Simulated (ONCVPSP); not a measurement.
**Ho: generating and testing an ONCV potential**

Aim: build the potential from the settings below, then test how well it stands in for the atom: other configurations, scattering, ghost states and the plane-wave cutoff that it needs.

The numbers are computed with ONCVPSP 4.0.1 (LDA (Perdew-Zunger), scalar-relativistic, spin-unpolarised reference atom).

## Step 1: The design

The settings as typed:

```
element                 : holmium (Ho, Z = 67)
type                    : optimised norm-conserving Vanderbilt (ONCV)
frozen core             : [Kr] 4d10
valence charge          : 21
reference configuration : 4f10 5s2 5p6 (charge +3)
partial waves           : 5s: rc 1.80 bohr, ncon 4, nbas 7, qcut 6.8 1/bohr, 1 projector; 5p: rc 1.40 bohr, ncon 3, nbas 7, qcut 5.7 1/bohr, 1 projector; d scattering state at 0.14 Ha: rc 1.75 bohr, ncon 4, nbas 8, qcut 5.8 1/bohr, 2 projectors, debl 3.1 Ha; 4f: rc 1.30 bohr, ncon 4, nbas 8, qcut 15.3 1/bohr, 1 projector
local potential         : polynomial inside 0.80 bohr (lpopt 5, dvloc0 6 Ha)
core correction         : Teter function, fcfact 3, rcfact 1.6
```

The outer shells as boxes (Hund's rule for the drawing; the calculation is spin-unpolarised):

```
[Kr] core
4d [↑↓][↑↓][↑↓][↑↓][↑↓]
4f [↑↓][↑↓][↑↓][↑ ][↑ ][↑ ][↑ ]
5s [↑↓]
5p [↑↓][↑↓][↑↓]
```

An earlier all-electron run gives the scale for the radii.

All-electron outer shells of the reference configuration (LDA (Perdew-Zunger), scalar-relativistic, ld1.x):

| shell | level (eV) | outermost node (bohr) | outermost maximum (bohr) |
| --- | --- | --- | --- |
| 5p | -54.76 | 0.66 | 1.28 |
| 4f | -35.43 | – | 0.52 |
| 5d | -25.14 | 0.74 | 1.73 |
| 6s | -23.38 | 1.48 | 2.74 |
| 6p | -17.42 | 1.73 | 3.26 |

## Step 2: Generation

File Ho.dat:

```
# ATOM AND REFERENCE CONFIGURATION
# atsym  z   nc   nv     iexc    psfile
  Ho 67.00    9    3        3      upf
#
#   n    l    f
    1    0    2.00
    2    0    2.00
    2    1    6.00
    3    0    2.00
    3    1    6.00
    3    2   10.00
    4    0    2.00
    4    1    6.00
    4    2   10.00
    4    3   10.00
    5    0    2.00
    5    1    6.00
#
# PSEUDOPOTENTIAL AND OPTIMIZATION
# lmax
    3
#
#   l,   rc,      ep,       ncon, nbas, qcut
    0    1.80    0.00    4    7    6.80
    1    1.40    0.00    3    7    5.70
    2    1.75    0.14    4    8    5.80
    3    1.30    0.00    4    8   15.30
#
# LOCAL POTENTIAL
# lloc, lpopt,  rc(5),   dvloc0
    4    5    0.80    6.00
#
# VANDERBILT-KLEINMAN-BYLANDER PROJECTORs
# l, nproj, debl
    0    1    2.40
    1    1    0.80
    2    2    3.10
    3    1    2.70
#
# MODEL CORE CHARGE
# icmod, fcfact, rcfact
    3    3.00    1.60
#
# LOG DERIVATIVE ANALYSIS
# epsh1, epsh2, depsh
   -4.00    5.00    0.02
#
# OUTPUT GRID
# rlmax, drl
    6.00    0.01
#
# TEST CONFIGURATIONS
# ncnf
    4
# nvcnf
#   n    l    f
    4
    4    3   11.00
    5    0    2.00
    5    1    6.00
    6    0    2.00
#
    4
    4    3   11.00
    5    0    2.00
    5    1    6.00
    6    0    1.00
#
    3
    4    3   11.00
    5    0    2.00
    5    1    6.00
#
    4
    4    3   11.00
    5    0    2.00
    5    1    6.00
    5    2    1.00
#
```

The run is started by

```console
oncvpsp.x < Ho.dat > Ho.out
```

What does the calculation give? Wanted: cutoffs for 1 and 0.1 mHa per electron, occupied waves; bound ghosts; GHOST(+) flags; largest test error; largest phase difference near zero energy, channels read; rms error of d²Exc/dn², without and with the model core; projector energies reset by the program.

As calculated:

| quantity | value |
| --- | --- |
| cutoffs for 1 and 0.1 mHa per electron, occupied waves | 90 Ha and 99 Ha |
| bound ghosts | s at -374.56 eV, p at -89.86 eV |
| GHOST(+) flags | d at 236 eV |
| largest test error (AE − PS) | -204 meV, for 4f11 5s2 5p6 (1 test unsolved) |
| largest phase difference near zero energy, channels read | 0.491 rad |
| rms error of d²Exc/dn², without and with the model core | 8.63 and 3.11 mHa |
| projector energies reset by the program | d: 0.050, 3.150 Ha |

What this shows: A bound ghost (s, p) makes it unfit for use: electrons can fall into a state that the atom doesn't have. By total energies transferability is poor: the largest error is 204 meV on 26.3 eV, for 4f11 5s2 5p6. Of the tests 1 gave no usable energy difference, which is a warning in itself. By its cutoff, 90 Ha for the looser tolerance, it is very hard. At the looser tolerance the 4f wave is the slowest; 5p needs 31 Ha. Near zero energy the largest phase difference among the channels read is 0.49 rad, in the s channel. The pseudo curves have a pole with no partner nearby in the atom's: p at -3.28 Ha. The program also flags highly localised states, GHOST(+) (d). These are tests on the free atom; a crystal test is still owed.
